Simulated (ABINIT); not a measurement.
Runs of ABINIT 10.8.3 (patched build) on GaGe. It takes space group F-43m (No. 216, cubic). Conventional cell: a = 5.796 Å, b = 5.796 Å, c = 5.796 Å, α = 90.00°, β = 90.00°, γ = 90.00°. Around Ge (site symmetry -43m) lie 4 Ga at 2.51 Å. Around Ga (site symmetry -43m) lie 4 Ge at 2.51 Å. The cell comes from a database or a generator and needn't be the stable form of this composition.

| level | gap on the mesh (eV) | pressure (GPa) |
| --- | --- | --- |
| WC | none | -2.4 |
| LDA | none | -4.1 |
| PBEsol | none | -2.4 |
| SCAN | none | (a) |
| revPBE | none | 1.4 |
| BLYP | none | 3.3 |
| PW91 | none | (b) |
| PBE | none | 0.2 |

Alike in all rows: task single point; potentials or basis JTH PAW PBE v2.0; no spin polarisation; cell as given; k mesh 8 × 8 × 8; cutoff (eV) 707; smearing fermi-dirac 0.05 eV.

Problem. Estimate the missing entries.

Solution. (a) -2.7; (b) 0.1.

Caveats: the PAW data sets were made with another functional, which shifts forces and pressure a little (some runs).

A k mesh can miss the band edges, and the runs leave out spin-orbit coupling on Ga, Ge.

A gap of «none» marks a metal or a gap under the smearing width.
